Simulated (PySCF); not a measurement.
# Si₃AsH₉: magnetic properties, part 2 of 2

PySCF 2.14.0. Atoms count from 0.

## 6. Magnetic properties: GIAO B3LYP/6-31G

What the job is given:

```
{"job": {"kind": "mag", "xc": "B3LYP", "basis": "6-31G"}, "charge": 0, "multiplicity": 1}
Si    -0.727596     1.799878    -0.529939
As     0.271607    -0.223278    -1.239536
Si     1.960476    -0.170866     0.414363
Si    -1.169910    -1.596618     0.035561
H      0.160056     2.930292    -0.937333
H     -0.938245     1.855524     0.950304
H     -2.047862     1.938729    -1.214928
H      2.951710     0.883789     0.044137
H      2.641720    -1.500244     0.436312
H      1.425024     0.123530     1.780257
H     -0.615657    -2.983945     0.038385
H     -2.513625    -1.605321    -0.617114
H     -1.317747    -1.128666     1.448938
```

Method: GIAO B3LYP/6-31G magnetisability, rotational g tensor and spin-rotation constants, non-relativistic, gas phase.

Log:

```text
coarse grid: 48816 points
cycle   1  E = -3109.3425555797  dE = -8.611e-01  |g| = 2.516e-01  |ddm| = 3.175e+00
cycle   2  E = -3109.3338615843  dE =  8.694e-03  |g| = 3.086e-01  |ddm| = 1.033e+00
cycle   3  E = -3109.3620815294  dE = -2.822e-02  |g| = 2.315e-02  |ddm| = 5.960e-01
cycle   4  E = -3109.3622615536  dE = -1.800e-04  |g| = 7.378e-03  |ddm| = 5.871e-02
cycle   5  E = -3109.3622850241  dE = -2.347e-05  |g| = 7.184e-04  |ddm| = 1.680e-02
cycle   6  E = -3109.3622852313  dE = -2.072e-07  |g| = 2.570e-04  |ddm| = 2.114e-03
final grid: 97200 points
cycle   7  E = -3109.3622180949  dE = -3.164e-08  |g| = 2.666e-04  |ddm| = 1.821e-03
cycle   8  E = -3109.3622180755  dE =  1.944e-08  |g| = 3.538e-04  |ddm| = 1.462e-03
cycle   9  E = -3109.3622181320  dE = -5.651e-08  |g| = 4.631e-05  |ddm| = 7.979e-04
cycle  10  E = -3109.3622181323  dE = -3.397e-10  |g| = 2.212e-06  |ddm| = 5.815e-05
converged SCF energy = -3109.3622181323

Magnetisability tensor (1e-30 J/T^2)
    -1702.85        0.63        3.74
        0.63    -1703.00       -3.14
        3.74       -3.14    -1716.76
isotropic -1707.53   principal values   -1718.36  -1702.38  -1701.86
isotropic susceptibility -102.830 1e-6 cm^3/mol

Inertial axes            a          b          c
rot. const./GHz      1.8329     1.8235     1.2596
chi total          -102.516   -102.494   -103.481
chi diamagnetic    -787.445   -790.802  -1102.801
chi paramagnetic    684.929    688.309    999.320
quadrupole/D A        1.522      1.488     -3.010
g nuclear            0.5768     0.5768     0.5846
g electronic        -0.5898    -0.5897    -0.5913
g total             -0.0129    -0.0129    -0.0067

Spin-rotation constants (kHz, H = +C I.J)
atom  isotope        aa         bb         cc
  1   75As        1.143      1.141      0.955
  4     1H       -0.042     -0.100     -0.124
  5     1H       -0.178     -0.192      0.026
  6     1H       -0.172      0.028     -0.123
  7     1H       -0.060     -0.082     -0.124
  8     1H        0.005     -0.147     -0.123
  9     1H       -0.195     -0.175      0.026
 10     1H        0.017     -0.160     -0.123
 11     1H       -0.178      0.036     -0.124
 12     1H       -0.184     -0.186      0.026
  0   29Si*      -0.805     -0.967     -0.583
* in the singly substituted isotopologue
```

It took 12 s on 1 thread of Arm Neoverse V1, shared host; peak memory 0.67 GiB.

From this job:

```
              quantity                      value
       magnetisability           -1708·10⁻³⁰ J/T²
  molar susceptibility        -102.8·10⁻⁶ cm³/mol
rotational g (a, b, c)  -0.0129, -0.0129, -0.0067
```

## 7. Magnetic properties: GIAO B3LYP/def2-TZVP

The job, as its differences from that of step 6:

```diff
@@ -1,2 +1,2 @@
-{"job": {"kind": "mag", "xc": "B3LYP", "basis": "6-31G"}, "charge": 0, "multiplicity": 1}
+{"job": {"kind": "mag", "xc": "B3LYP", "basis": "def2-TZVP"}, "charge": 0, "multiplicity": 1}
 Si    -0.727596     1.799878    -0.529939
```

Level: GIAO B3LYP/def2-TZVP magnetisability, rotational g tensor and spin-rotation constants, non-relativistic, gas phase.

Log:

```text
coarse grid: 48816 points
cycle   1  E = -3109.9053869696  dE = -9.695e-01  |g| = 4.283e-01  |ddm| = 2.714e+00
cycle   2  E = -3109.9133218987  dE = -7.935e-03  |g| = 3.266e-01  |ddm| = 4.029e-01
cycle   3  E = -3109.9218018503  dE = -8.480e-03  |g| = 2.847e-02  |ddm| = 1.825e-01
cycle   4  E = -3109.9219810452  dE = -1.792e-04  |g| = 1.437e-02  |ddm| = 3.780e-02
cycle   5  E = -3109.9220547715  dE = -7.373e-05  |g| = 4.041e-03  |ddm| = 1.596e-02
cycle   6  E = -3109.9220574414  dE = -2.670e-06  |g| = 8.930e-04  |ddm| = 3.921e-03
final grid: 97200 points
cycle   7  E = -3109.9220429847  dE =  8.955e-08  |g| = 1.296e-03  |ddm| = 2.773e-03
cycle   8  E = -3109.9220425609  dE =  4.238e-07  |g| = 1.968e-03  |ddm| = 2.922e-03
cycle   9  E = -3109.9220434243  dE = -8.634e-07  |g| = 1.082e-04  |ddm| = 1.641e-03
cycle  10  E = -3109.9220434279  dE = -3.592e-09  |g| = 1.339e-05  |ddm| = 1.059e-04
cycle  11  E = -3109.9220434279  dE = -6.958e-11  |g| = 3.350e-06  |ddm| = 1.620e-05
converged SCF energy = -3109.9220434279

Magnetisability tensor (1e-30 J/T^2)
    -1485.44        0.19        1.10
        0.19    -1485.77       -0.80
        1.10       -0.80    -1488.16
isotropic -1486.46   principal values   -1488.77  -1485.56  -1485.04
isotropic susceptibility -89.516 1e-6 cm^3/mol

Inertial axes            a          b          c
rot. const./GHz      1.8329     1.8235     1.2596
chi total           -89.462    -89.436    -89.651
chi diamagnetic    -785.547   -788.911  -1102.051
chi paramagnetic    696.085    699.474   1012.400
quadrupole/D A        0.869      0.845     -1.714
g nuclear            0.5768     0.5768     0.5846
g electronic        -0.5994    -0.5992    -0.5991
g total             -0.0225    -0.0224    -0.0145

Spin-rotation constants (kHz, H = +C I.J)
atom  isotope        aa         bb         cc
  1   75As        1.419      1.416      1.153
  4     1H       -0.018     -0.075     -0.108
  5     1H       -0.152     -0.168      0.044
  6     1H       -0.149      0.055     -0.107
  7     1H       -0.035     -0.058     -0.108
  8     1H        0.032     -0.124     -0.107
  9     1H       -0.170     -0.149      0.044
 10     1H        0.043     -0.136     -0.107
 11     1H       -0.155      0.062     -0.108
 12     1H       -0.159     -0.161      0.044
  0   29Si*      -1.014     -1.177     -0.739
* in the singly substituted isotopologue
```

Wall time 37 s (1 thread of Arm Neoverse V1, shared host); peak memory 0.89 GiB.

In short:

```
              quantity                      value
       magnetisability           -1486·10⁻³⁰ J/T²
  molar susceptibility         -89.5·10⁻⁶ cm³/mol
rotational g (a, b, c)  -0.0225, -0.0224, -0.0145
```

## 8. Magnetic properties: GIAO B3LYP/STO-3G

The job, as its differences from that of step 7:

```diff
@@ -1,2 +1,2 @@
-{"job": {"kind": "mag", "xc": "B3LYP", "basis": "def2-TZVP"}, "charge": 0, "multiplicity": 1}
+{"job": {"kind": "mag", "xc": "B3LYP", "basis": "STO-3G"}, "charge": 0, "multiplicity": 1}
 Si    -0.727596     1.799878    -0.529939
```

With the program's defaults for keys left out, this is: GIAO B3LYP/STO-3G magnetisability, rotational g tensor and spin-rotation constants, non-relativistic, gas phase.

Log:

```text
coarse grid: 48816 points
cycle   1  E = -3074.1999958307  dE = -3.233e+00  |g| = 6.637e-01  |ddm| = 3.859e+00
cycle   2  E = -3074.1832816209  dE =  1.671e-02  |g| = 7.268e-01  |ddm| = 3.205e+00
cycle   3  E = -3074.4586543245  dE = -2.754e-01  |g| = 3.459e-02  |ddm| = 1.760e+00
cycle   4  E = -3074.4592070010  dE = -5.527e-04  |g| = 1.395e-02  |ddm| = 1.010e-01
cycle   5  E = -3074.4592948522  dE = -8.785e-05  |g| = 1.419e-03  |ddm| = 2.801e-02
cycle   6  E = -3074.4592958257  dE = -9.735e-07  |g| = 2.489e-04  |ddm| = 3.452e-03
final grid: 97200 points
cycle   7  E = -3074.4591985759  dE = -2.108e-08  |g| = 1.615e-04  |ddm| = 8.486e-04
cycle   8  E = -3074.4591985815  dE = -5.605e-09  |g| = 1.190e-04  |ddm| = 5.292e-04
cycle   9  E = -3074.4591985875  dE = -5.952e-09  |g| = 1.356e-05  |ddm| = 2.343e-04
cycle  10  E = -3074.4591985876  dE = -8.913e-11  |g| = 1.177e-06  |ddm| = 3.201e-05
converged SCF energy = -3074.4591985876

Magnetisability tensor (1e-30 J/T^2)
    -1698.32       -0.42       -1.97
       -0.42    -1698.49        2.05
       -1.97        2.05    -1687.15
isotropic -1694.65   principal values   -1698.88  -1698.63  -1686.45
isotropic susceptibility -102.054 1e-6 cm^3/mol

Inertial axes            a          b          c
rot. const./GHz      1.8329     1.8235     1.2596
chi total          -102.307   -102.295   -101.562
chi diamagnetic    -773.873   -777.238  -1089.827
chi paramagnetic    671.567    674.943    988.265
quadrupole/D A        1.180      1.158     -2.338
g nuclear            0.5768     0.5768     0.5846
g electronic        -0.5783    -0.5782    -0.5848
g total             -0.0014    -0.0014    -0.0002

Spin-rotation constants (kHz, H = +C I.J)
atom  isotope        aa         bb         cc
  1   75As        0.330      0.330      0.313
  4     1H       -0.048     -0.098     -0.112
  5     1H       -0.167     -0.177      0.015
  6     1H       -0.160      0.013     -0.112
  7     1H       -0.063     -0.083     -0.112
  8     1H       -0.007     -0.139     -0.112
  9     1H       -0.179     -0.165      0.016
 10     1H        0.004     -0.150     -0.112
 11     1H       -0.166      0.020     -0.112
 12     1H       -0.171     -0.173      0.015
  0   29Si*      -0.563     -0.709     -0.435
* in the singly substituted isotopologue
```

It took 6.6 s on 1 thread of Arm Neoverse V1, shared host; peak memory 0.64 GiB.

From this job:

```
              quantity                      value
       magnetisability           -1695·10⁻³⁰ J/T²
  molar susceptibility        -102.1·10⁻⁶ cm³/mol
rotational g (a, b, c)  -0.0014, -0.0014, -0.0002
```

## 9. Magnetic properties side by side

```
               level  ξ (10⁻³⁰ J/T²)     g(a)     g(b)  gap (eV)  functions   time
 GIAO wB97X/pcSseg-1           -1574  -0.0192  -0.0191     11.17        158   34 s
  GIAO OLYP/pcSseg-1           -1543  -0.0198  -0.0197      5.47        158   25 s
 GIAO B3LYP/6-311G**           -1535  -0.0208  -0.0207      6.61        176   26 s
    GIAO B3LYP/6-31G           -1708  -0.0129  -0.0129      6.50         84   12 s
GIAO B3LYP/def2-TZVP           -1486  -0.0225  -0.0224      6.64        213   37 s
   GIAO B3LYP/STO-3G           -1695  -0.0014  -0.0014      8.79         54  6.6 s
```

## 10. What came out

What follows sums up all 2 parts.

```
                                            quantity                      value
                                         point group                        C3v
                rotational constants (main isotopes)       1.83, 1.82, 1.26 GHz
       magnetisability (step 3, GIAO wB97X/pcSseg-1)           -1574·10⁻³⁰ J/T²
  molar susceptibility (step 3, GIAO wB97X/pcSseg-1)         -94.8·10⁻⁶ cm³/mol
rotational g (a, b, c) (step 3, GIAO wB97X/pcSseg-1)  -0.0192, -0.0191, -0.0118
                     magnetisability over the levels  -1708 to -1486·10⁻³⁰ J/T²
```

What this shows: Over 4 steps the energy fell by 0.134 eV; of the close pairs, Si0–As1 changed most, 2.318 to 2.365 Å. Steps that list no spin-orbit terms leave them out, which matters at and beside the heavy atoms. GIAO B3LYP/STO-3G has a minimal basis, so it is left out of the spread where two other levels stand. The magnetisability spreads by 14.1 % over 5 levels, from GIAO B3LYP/6-31G (12 s) to GIAO B3LYP/def2-TZVP (37 s); the runs took 12 s to 37 s. Vibrational averaging and real surroundings are missing from these values.
